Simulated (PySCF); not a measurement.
# CH3FO2Si: the cost of one run

Computed with PySCF 2.14.0, with density-fitted response routines of our own, on a single molecule in the gas phase. Atoms are numbered from 0 throughout.

## 1. The molecule as given

8 atoms, charge 0, multiplicity 1; geometry from: GFN2-xTB. The atoms were then displaced at random by about 0.01 Å, so the start is not that level's minimum.

Bonds of the start (Å): O0–C1 1.21, C1–O2 1.33, O2–Si3 1.60, Si3–F4 1.61, C1–H5 1.11, Si3–H6 1.46, Si3–H7 1.45.

## 2. Relaxing the molecule at PBE0-D3(BJ)/def2-SVP

The job: settings as JSON, then the geometry in Å.

```
{"job": {"xc": "PBE0", "basis": "def2-SVP", "d3": "d3bj", "grid": 1, "shake": 0.01, "kind": "geom"}, "charge": 0, "multiplicity": 1}
O      1.696170    -1.034810    -0.543140
C      1.509480     0.084470    -0.114050
O      0.336240     0.619040     0.192200
Si    -1.096730    -0.091910     0.062810
F     -2.029810     1.100830     0.602650
H      2.331920     0.805120     0.081540
H     -1.239240    -1.199830     0.995160
H     -1.452910    -0.302040    -1.329630
```

On the command line:

```console
OMP_NUM_THREADS=1 python probes_run.py task.json out
```

This one command runs all jobs of the session in turn.

Q: Estimate the wall time and peak memory of this first job on 1 thread of Arm Neoverse V2, shared host.

About 20 s, with a peak of 0.38 GiB.
